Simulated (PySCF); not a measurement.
# C5H4N2O2Se: vibronic structure

Wanted: vibronic structure for C5H4N2O2Se (`COc1noc(C#N)c1[SeH]`).

Programs: PySCF 2.14.0, with routines of our own; each step states its level. All values are computed. Atoms count from 0.

## 1. The system as given

14 atoms, charge 0, multiplicity 1; geometry from: GFN2-xTB.

## 2. Vibronic structure: TDDFT PBE0/cc-pVDZ

The job: settings as JSON, then the geometry in Å.

```
{"job": {"kind": "vib", "xc": "PBE0", "basis": "cc-pVDZ", "tda": false}, "charge": 0, "multiplicity": 1}
C     -2.572681    -0.205080     0.049733
O     -1.413074     0.556684     0.347360
C     -0.262083    -0.094258     0.256407
N     -0.110100    -1.346874    -0.074617
O      1.213881    -1.624301    -0.047553
C      1.893376    -0.509490     0.310513
C      3.291840    -0.524690     0.420750
N      4.433144    -0.496449     0.524211
C      1.003178     0.521253     0.522255
Se     1.271528     2.303149     1.028275
H     -2.524516    -0.588075    -0.971269
H     -3.414577     0.473649     0.164522
H     -2.661953    -1.047509     0.738156
H     -0.148641     2.581519     0.989115
```

Method: TDDFT PBE0/cc-pVDZ vertical-gradient vibronic structure (displaced harmonic oscillators, Condon), gas phase.

Started as:

```
$ OMP_NUM_THREADS=1 python excited_run.py task.json out
```

This one command runs all jobs of the session in turn.

The program printed:

```text
final grid: 63720 points
cycle   1  E = -2853.4677226997  dE =  1.263e+00  |g| = 6.725e-01  |ddm| = 7.632e+00
cycle   2  E = -2853.2177967676  dE =  2.499e-01  |g| = 1.265e+00  |ddm| = 2.384e+00
cycle   3  E = -2853.5537912734  dE = -3.360e-01  |g| = 2.068e-01  |ddm| = 1.717e+00
cycle   4  E = -2853.5615837355  dE = -7.792e-03  |g| = 9.400e-02  |ddm| = 3.522e-01
cycle   5  E = -2853.5632890619  dE = -1.705e-03  |g| = 2.177e-02  |ddm| = 1.282e-01
cycle   6  E = -2853.5633712573  dE = -8.220e-05  |g| = 1.032e-02  |ddm| = 3.915e-02
cycle   7  E = -2853.5633937299  dE = -2.247e-05  |g| = 2.776e-03  |ddm| = 1.552e-02
cycle   8  E = -2853.5633955926  dE = -1.863e-06  |g| = 6.825e-04  |ddm| = 4.536e-03
cycle   9  E = -2853.5633956835  dE = -9.094e-08  |g| = 3.129e-04  |ddm| = 1.286e-03
cycle  10  E = -2853.5633957037  dE = -2.018e-08  |g| = 1.185e-04  |ddm| = 5.653e-04
cycle  11  E = -2853.5633957070  dE = -3.286e-09  |g| = 3.923e-05  |ddm| = 2.246e-04
cycle  12  E = -2853.5633957073  dE = -2.906e-10  |g| = 1.396e-05  |ddm| = 5.894e-05
converged SCF energy = -2853.5633957073

Singlet excitations (eV, f): 4.518 (0.1653)  5.097 (0.0004)  5.462 (0.0000)  5.546 (0.0696)  5.867 (0.0037)  6.411 (0.0002)

State S1  4.5182 eV  f = 0.16526  H->L 0.97
  relaxed dipole 8.449 D, largest gradient of the excitation energy 0.0794 Eh/bohr
  mode    cm-1        S   lambda/meV  Raman
   30   1507.1    0.4461      83.4   1.000
   26   1367.5    0.3688      62.5   0.681
   33   2362.1    0.1151      33.7   0.634
    2     85.8    2.7287      29.0   0.020
   15    619.3    0.3122      24.0   0.118
   21   1074.9    0.1139      15.2   0.130
   22   1104.7    0.0873      12.0   0.105
    9    320.5    0.2721      10.8   0.028
   11    431.9    0.1154       6.2   0.021
   27   1393.5    0.0334       5.8   0.064
   31   1582.6    0.0224       4.4   0.055
   13    547.3    0.0585       4.0   0.017
  reorganisation energy 0.3009 eV, total S 4.810, 0-0 4.2173 eV
  absorption maximum 4.437 eV, width 0.484 eV

State S4  5.5458 eV  f = 0.06955  H-1->L 0.93
  relaxed dipole 9.879 D, largest gradient of the excitation energy 0.0865 Eh/bohr
  mode    cm-1        S   lambda/meV  Raman
   26   1367.5    0.6503     110.2   1.000
   30   1507.1    0.3431      64.1   0.641
   20   1029.6    0.4340      55.4   0.378
   33   2362.1    0.1807      52.9   0.829
   25   1230.3    0.1697      25.9   0.211
   17    723.0    0.2836      25.4   0.122
   27   1393.5    0.1469      25.4   0.235
   21   1074.9    0.1809      24.1   0.172
   31   1582.6    0.0981      19.3   0.202
    4    118.4    1.2488      18.3   0.014
    9    320.5    0.2582      10.3   0.022
   22   1104.7    0.0631       8.6   0.063
  reorganisation energy 0.4614 eV, total S 4.381, 0-0 5.0844 eV
  absorption maximum 5.432 eV, width 0.600 eV

State T1  3.1923 eV  f = 0.00000  H->L 0.88
  relaxed dipole 7.242 D, largest gradient of the excitation energy 0.1149 Eh/bohr
  mode    cm-1        S   lambda/meV  Raman
   30   1507.1    1.5199     284.0   1.000
   33   2362.1    0.1569      46.0   0.254
   31   1582.6    0.2026      39.7   0.147
   21   1074.9    0.2330      31.1   0.078
    9    320.5    0.6649      26.4   0.020
   26   1367.5    0.1263      21.4   0.068
   11    431.9    0.2341      12.5   0.013
    2     85.8    0.7937       8.4   0.002
   22   1104.7    0.0579       7.9   0.020
   20   1029.6    0.0543       6.9   0.017
   15    619.3    0.0816       6.3   0.009
   18    771.9    0.0449       4.3   0.008
  reorganisation energy 0.5104 eV, total S 4.532, 0-0 2.6819 eV
  absorption maximum 3.084 eV, width 0.646 eV
```

It took 1.8 min on 1 thread of Arm Neoverse N1, shared host; peak memory 1 GiB.

## 3. Vibronic structure: TDA CAM-B3LYP/6-31G

Settings changed since step 2:

```diff
@@ -1,2 +1,2 @@
-{"job": {"kind": "vib", "xc": "PBE0", "basis": "cc-pVDZ", "tda": false}, "charge": 0, "multiplicity": 1}
+{"job": {"kind": "vib", "xc": "CAM-B3LYP", "basis": "6-31G", "tda": true, "nstates": 2}, "charge": 0, "multiplicity": 1}
 C     -2.572681    -0.205080     0.049733
```

Method: TDA CAM-B3LYP/6-31G vertical-gradient vibronic structure (displaced harmonic oscillators, Condon), gas phase.

The program printed:

```text
final grid: 63720 points
cycle   1  E = -2853.5578759690  dE =  1.596e+00  |g| = 7.822e-01  |ddm| = 4.624e+00
cycle   2  E = -2853.3803194434  dE =  1.776e-01  |g| = 1.252e+00  |ddm| = 2.614e+00
cycle   3  E = -2853.7071345977  dE = -3.268e-01  |g| = 1.446e-01  |ddm| = 1.537e+00
cycle   4  E = -2853.7103030639  dE = -3.168e-03  |g| = 8.508e-02  |ddm| = 2.099e-01
cycle   5  E = -2853.7117124114  dE = -1.409e-03  |g| = 2.036e-02  |ddm| = 1.031e-01
cycle   6  E = -2853.7117988964  dE = -8.648e-05  |g| = 6.171e-03  |ddm| = 2.583e-02
cycle   7  E = -2853.7118068806  dE = -7.984e-06  |g| = 2.812e-03  |ddm| = 1.047e-02
cycle   8  E = -2853.7118087507  dE = -1.870e-06  |g| = 5.493e-04  |ddm| = 4.076e-03
cycle   9  E = -2853.7118088653  dE = -1.146e-07  |g| = 3.617e-04  |ddm| = 1.178e-03
cycle  10  E = -2853.7118088987  dE = -3.338e-08  |g| = 1.004e-04  |ddm| = 6.017e-04
cycle  11  E = -2853.7118089023  dE = -3.681e-09  |g| = 6.024e-05  |ddm| = 2.040e-04
cycle  12  E = -2853.7118089035  dE = -1.141e-09  |g| = 2.132e-05  |ddm| = 1.230e-04
cycle  13  E = -2853.7118089036  dE = -1.055e-10  |g| = 1.316e-05  |ddm| = 4.773e-05
converged SCF energy = -2853.7118089036

Singlet excitations (eV, f): 5.138 (0.2613)  5.309 (0.0005)

State S1  5.1383 eV  f = 0.26126  H->L 0.95
  relaxed dipole 8.968 D, largest gradient of the excitation energy 0.0856 Eh/bohr
  mode    cm-1        S   lambda/meV  Raman
   30   1507.1    0.5732     107.1   1.000
   26   1367.5    0.3281      55.6   0.471
   33   2362.1    0.1305      38.2   0.559
    2     85.8    2.4482      26.0   0.014
    9    320.5    0.5914      23.5   0.047
   21   1074.9    0.1230      16.4   0.109
   15    619.3    0.2127      16.3   0.063
   22   1104.7    0.0626       8.6   0.059
   31   1582.6    0.0336       6.6   0.065
   11    431.9    0.1037       5.6   0.015
   27   1393.5    0.0308       5.3   0.046
   13    547.3    0.0559       3.8   0.013
  reorganisation energy 0.3209 eV, total S 4.919, 0-0 4.8175 eV
  absorption maximum 5.049 eV, width 0.508 eV

State T1  3.4056 eV  f = 0.00000  H->L 0.79, H-3->L 0.10
  relaxed dipole 7.190 D, largest gradient of the excitation energy 0.1253 Eh/bohr
  mode    cm-1        S   lambda/meV  Raman
   30   1507.1    1.9759     369.2   1.000
   33   2362.1    0.1638      48.0   0.204
   31   1582.6    0.2283      44.8   0.127
   21   1074.9    0.2219      29.6   0.057
    9    320.5    0.6076      24.1   0.014
   26   1367.5    0.1331      22.6   0.055
   20   1029.6    0.1428      18.2   0.034
   11    431.9    0.2150      11.5   0.009
   19    990.5    0.0678       8.3   0.015
   18    771.9    0.0858       8.2   0.011
   22   1104.7    0.0519       7.1   0.014
    2     85.8    0.5896       6.3   0.001
  reorganisation energy 0.6150 eV, total S 4.904, 0-0 2.7906 eV
  absorption maximum 3.365 eV, width 0.782 eV
```

Wall time 55 s (1 thread of Arm Neoverse N1, shared host); peak memory 1 GiB.

## 4. What came out

| quantity | value |
| --- | --- |
| S1: vertical, reorganisation, 0-0, total S (step 2, TDDFT PBE0/cc-pVDZ, modes from GFN2-xTB) | 4.52, 0.30, 4.22 eV; 4.8 |
| S4: vertical, reorganisation, 0-0, total S (step 2, TDDFT PBE0/cc-pVDZ, modes from GFN2-xTB) | 5.55, 0.46, 5.08 eV; 4.4 |
| T1: vertical, reorganisation, 0-0, total S (step 2, TDA PBE0/cc-pVDZ, modes from GFN2-xTB) | 3.19, 0.51, 2.68 eV; 4.5 |
| S1: vertical, reorganisation, 0-0, total S (step 3, TDA CAM-B3LYP/6-31G, modes from GFN2-xTB) | 5.14, 0.32, 4.82 eV; 4.9 |
| T1: vertical, reorganisation, 0-0, total S (step 3, TDA CAM-B3LYP/6-31G, modes from GFN2-xTB) | 3.41, 0.61, 2.79 eV; 4.9 |

In words: Steps that list no spin-orbit terms leave them out, which matters at and beside the heavy atoms. The vibronic model keeps the ground-state modes (from xTB) and shifts them along the gradient alone, so it can miss much of the relaxation that a full optimisation finds.
